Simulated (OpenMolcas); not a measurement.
**W²⁺ among point charges: CASSCF levels and susceptibility**

How does a field of 8 point charges split the states of W²⁺, and what χT follows?

The numbers are computed with OpenMolcas 26.06 (state-averaged CASSCF, spin-orbit coupling by RASSI with atomic mean-field integrals), except any that are marked as measured or tabulated.

1 further run of the same task is left out (it didn't finish).

**1. Starting point**

```
Species                           : W²⁺ (tungsten, Z = 74, 72 electrons)
Basis                             : ANO-RCC-VDZP [7s6p4d2f1g], 68 functions
Scalar Hamiltonian                : DKH2, point nucleus
Inactive shells                   : 1s 2s 2p 3s 3p 3d 4s 4p 4d 4f 5s 5p
Active space                      : 4 electrons in 5 orbitals (5d)
Some configurations of this space : 5d⁴
Orbitals                          : optimised for each spin and parity, averaged over all roots
```

Outer shells as boxes (Hund's rule):

5d4
```
5d [↑ ][↑ ][↑ ][↑ ][  ]
```

The ion sits among 8 point charges of -1.2 e arranged as a cube (Oh), 1.93 Å from the ion. The active orbitals were held to one l.

Each step is its own input file, run in one work folder so that later steps find the files of earlier ones. Labels, J, g values, rates, χT and fits are worked out afterwards by a script from the matrices that RASSI stores. The input lists half of the charges; inversion (Group=XYZ) makes the rest.

**2. Basis and integrals**

File a.inp:

```
&GATEWAY
Coord
1

W 0.0 0.0 0.0
Basis=ANO-RCC-VDZP
Group=XYZ
NoMove
AngMom=0.0 0.0 0.0
AMFI
XField
4 Angstrom 0
1.114286 1.114286 1.114286 -1.200000
1.114286 1.114286 -1.114286 -1.200000
1.114286 -1.114286 1.114286 -1.200000
1.114286 -1.114286 -1.114286 -1.200000
&SEWARD
```

Started as:

```console
OMP_NUM_THREADS=1 MOLCAS_MEM=1689 MOLCAS_PROJECT=a pymolcas a.inp > a.log
```

**3. Reference wave functions, quintets of even parity, 5 roots**

File a.inp:

```
&RASSCF
FileOrb=start.orb
Symmetry=1
Spin=5
nActEl=4 0 0
Inactive=15 19
Ras2=5 0
CIRoot=5 5 1
SDav=5
CIMx=300
Iter=120 100
PrWF=0.3
OrbListing=Nothing
MaxOrb=0
SupSym
1
20 4 5 6 7 8 10 11 12 13 14 16 17 18 19 20 23 24 25 26 27
0
>>> COPY $Project.JobIph JOB001
```

start.orb holds the contracted functions of the basis, ordered by shell, or the orbitals of the step before.

**4. CASSCF: triplets of even parity, 45 roots**

File a.inp:

```
&RASSCF
FileOrb=start.orb
Symmetry=1
Spin=3
nActEl=4 0 0
Inactive=15 19
Ras2=5 0
CIRoot=45 45 1
SDav=45
CIMx=300
Iter=120 100
PrWF=0.3
OrbListing=Nothing
MaxOrb=0
SupSym
1
20 4 5 6 7 8 10 11 12 13 14 16 17 18 19 20 23 24 25 26 27
0
>>> COPY $Project.JobIph JOB002
```

**5. Reference wave functions, singlets of even parity, 50 roots**

File a.inp:

```
&RASSCF
FileOrb=start.orb
Symmetry=1
Spin=1
nActEl=4 0 0
Inactive=15 19
Ras2=5 0
CIRoot=50 50 1
SDav=50
CIMx=300
Iter=120 100
PrWF=0.3
OrbListing=Nothing
MaxOrb=0
SupSym
1
20 4 5 6 7 8 10 11 12 13 14 16 17 18 19 20 23 24 25 26 27
0
>>> COPY $Project.JobIph JOB003
```

**6. State interaction with spin-orbit coupling**

File a.inp:

```
&RASSI
NrOfJobIphs=3 5 45 50
1 2 3 4 5
1 2 3 4 5 6 7 8 9 10 11 12 13 14 15 16 17 18 19 20 21 22 23 24 25 26 27
28 29 30 31 32 33 34 35 36 37 38 39 40 41 42 43 44 45
1 2 3 4 5 6 7 8 9 10 11 12 13 14 15 16 17 18 19 20 21 22 23 24 25 26 27
28 29 30 31 32 33 34 35 36 37 38 39 40 41 42 43 44 45 46 47 48 49 50
IphNames
JOB001
JOB002
JOB003
EJob
SpinOrbit
DIPRint=1.0
SOCoupling=1000.0
Subsets=2
Property=9
'ANGMOM' 1 'ANGMOM' 2 'ANGMOM' 3 'MLTPL  1' 1 'MLTPL  1' 2 'MLTPL  1' 3
'AMFI' 1 'AMFI' 2 'AMFI' 3
SOProperty=3
'ANGMOM' 1 'ANGMOM' 2 'ANGMOM' 3
```

Before running it: what results should come out? Wanted: spin-free ground state; first state of the same spin within the active space; lowest level; next level.

The runs gave:

| quantity | value |
| --- | --- |
| method | CASSCF |
| spin-free ground state | 1A1, 1-fold in its orbital part |
| first state of the same spin within the active space | 1T1 at 14400 cm⁻¹ |
| lowest level | 1-fold A1 |
| next level | 7866.9 cm⁻¹ |
| χT at 300 K | 0.08 cm³ K/mol |
| effective moment at 300 K | 0.81 μB |

The spin-free ground state (1A1) comes to 54 % from free-ion G terms and has less than the highest spin computed. A ligand-field fit to the states below 45000 cm-1 gives 10Dq = -17044 cm-1, B = 608 cm-1 and C = 2646 cm-1 (C/B = 4.35), with a deviation of 306 cm-1. The field of point charges can differ much from that of real complexes. With metal d orbitals alone active, the gaps between spin states are rough; where two lie within a few thousand cm-1, their order is open. Point charges carry no covalency, so the field is a model and not that of real ligands.
